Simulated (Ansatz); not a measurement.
# WC (Qusongite): the cost of one run

Program: Ansatz 0.2.0 through its Python package. Level of theory: DFT PBE, plane waves, PAW. These are calculated values, not measurements.

## (1) Starting point

Symmetry: P-6m2, No. 187, hexagonal system. The conventional cell has a = 2.907 Å, b = 2.907 Å, c = 2.837 Å, α = 90.00°, β = 90.00°, γ = 120.00°. Around W (site symmetry -6m2) lie 6 C at 2.20 Å. C (site symmetry -6m2) has 6 W at 2.20 Å as nearest neighbours.

No structure file is read: the coordinates are typed or built in the script.

## (2) Script

Input file wc.py:

```python
"""Cutoff test for WC."""

import ansatz as az
import numpy as np
from tabulate import tabulate

XC = "pbe"
KMESH = (11, 11, 10)
FILLING = "cold"
WIDTH_EV = 0.1

vectors = np.array([
    [2.9065, 0.0, 0.0],
    [-1.45325, 2.517103, 0.0],
    [0.0, 0.0, 2.8366],
])
cell = (
    az.Lattice.of(vectors)
    .atom("W", (0.0, 0.0, 0.0))
    .atom("C", (2 / 3, 1 / 3, 0.5))
)

job = (
    cell.calculation()
    .functional(XC)
    .kpoints(*KMESH)  # sampling of the Brillouin zone
    .occupations(FILLING, width=WIDTH_EV)  # the run then minimises F = E - TS
)

rows = []
for value in [250, 300, 350, 400]:
    rep = job.basis(value).run(threads=1, backend="cpu").report
    rows.append((value, rep["free_energy_ev"] / len(rep["lattice"]["sites"]), rep["n_iterations"], rep["n_pw"]))

print(tabulate(rows, headers=["cutoff (eV)", "F/atom (eV)", "iterations", "plane waves"], floatfmt=".4f", tablefmt="github"))

# differences from the last row
for row in rows[:-1]:
    shift = 1000 * (row[1] - rows[-1][1])
    print(f"{row[0]}: {shift:+.2f} meV/atom" + ("  (within 5 meV)" if abs(shift) < 5 else ""))
```

## (3) What the engine is handed

The engine receives this input (first run):

```yaml
crystal:
  lattice:
    - [2.9065, 0.0, 0.0]
    - [-1.45325, 2.517103, 0.0]
    - [0.0, 0.0, 2.8366]
  atoms:
    - { symbol: W, position: [0.0, 0.0, 0.0] }
    - { symbol: C, position: [0.6666666666666666, 0.3333333333333333, 0.5] }
basis:
  ecutwfc: 250.0
kpoints:
  mp_grid:
    grid: [11, 11, 10]
hamiltonian:
  xc: pbe
scf:
  occupations:
    method: cold
    width: 0.1
```

## (4) Launch

Command:

```sh
> python wc.py
```

Q: Estimate wall time and peak memory on 1 thread of Arm Neoverse V2, shared host.

About 5.2 s, with a peak of 0.35 GiB.
